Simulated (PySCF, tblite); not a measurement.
**C8H16FN: infrared bands and NMR shifts**

What infrared bands and NMR shifts should C8H16FN (`[H]/N=C\C[C@@H](C)CC(C)(C)F`) show?

Programs: tblite 0.8.0 and PySCF 2.14.0, with density-fitted response routines of our own. Each step states its level of theory. These are calculated values for one molecule in the gas phase, unless marked as measured. Atoms count from 0, in the outputs and in this text.

## 1. The molecule as given

26 atoms, charge 0, multiplicity 1; geometry from: GFN2-xTB.

Bonds of the start (Å): C0–C1 1.53, C1–C2 1.54, C2–C3 1.50, C3–N4 1.25, C1–C5 1.54, C5–C6 1.53, C6–C7 1.52, C6–C8 1.53, C6–F9 1.40, C0–H10 1.09, C0–H11 1.09, C0–H12 1.09, C1–H13 1.09, C2–H14 1.09, C2–H15 1.09, C3–H16 1.09, N4–H17 1.02, C5–H18 1.09, C5–H19 1.09, C7–H20 1.09, C7–H21 1.09, C7–H22 1.09, C8–H23 1.09, C8–H24 1.09, C8–H25 1.09.

## 2. Vibrational analysis with GFN2-xTB

Job settings and geometry (Å):

```
{"job": {"kind": "ir", "xc": "GFN2-xTB", "basis": "xTB"}, "charge": 0, "multiplicity": 1}
C      1.296850    -1.378496     0.298203
C      0.727152    -0.043656    -0.179315
C      1.821852     1.032675    -0.123094
C      2.975829     0.698745    -1.019741
N      4.194869     0.641644    -0.736373
C     -0.489193     0.385191     0.662602
C     -1.845647     0.157996    -0.016610
C     -2.121294    -1.300388    -0.362145
C     -2.971960     0.744773     0.830344
F     -1.828097     0.871360    -1.221047
H      0.547214    -2.164245     0.259001
H      1.647776    -1.291451     1.325327
H      2.139381    -1.675241    -0.323414
H      0.415872    -0.140395    -1.224147
H      1.403463     1.982849    -0.468719
H      2.170372     1.160038     0.906384
H      2.713415     0.486065    -2.053792
H      4.417724     0.845151     0.238928
H     -0.491381    -0.145740     1.615029
H     -0.418376     1.453121     0.880130
H     -3.095870    -1.386752    -0.837023
H     -1.372823    -1.676697    -1.053450
H     -2.114154    -1.903442     0.541006
H     -3.921824     0.638666     0.311901
H     -2.793679     1.802638     1.009084
H     -3.028517     0.228204     1.784049
```

**Question.** This job is followed by: GIAO PBE0/pcSseg-1 NMR shielding, non-relativistic, gas phase. Predict these results of the whole session: strongest single infrared mode (GFN2-xTB); zero-point energy (GFN2-xTB); 13C shifts against TMS (PBE0/pcSseg-1); 1H shifts against TMS (PBE0/pcSseg-1, means over atoms taken as alike); 15N shifts against NH3 (PBE0/pcSseg-1); 19F shifts against CFCl3 (PBE0/pcSseg-1).

**Answer**, as computed:

```
                                                              quantity                                                            value
                             strongest single infrared mode (GFN2-xTB)                                            1749 cm⁻¹, 202 km/mol
                                          zero-point energy (GFN2-xTB)                                                   142.4 kcal/mol
                                13C shifts against TMS (PBE0/pcSseg-1)              178.6, 95.9, 57.7, 52.4, 31.7, 27.7, 26.8, 24.5 ppm
1H shifts against TMS (PBE0/pcSseg-1, means over atoms taken as alike)  10.76, 7.80, 2.52, 2.13, 1.58, 1.46, 1.37, 1.36, 1.04, 0.92 ppm
                                15N shifts against NH3 (PBE0/pcSseg-1)                                                        364.3 ppm
                              19F shifts against CFCl3 (PBE0/pcSseg-1)                                                       -183.8 ppm
```

In words: No mode is imaginary among the 72: a minimum at this level. The strongest single mode, at 1749 cm⁻¹, moves mainly C3 and N4. Unscaled tight-binding wavenumbers are off by several per cent, some by more. Its intensities can rank the bands wrongly. At PBE0/pcSseg-1: The largest span, 642 ppm, is at N4, where the paramagnetic term is -415 ppm.
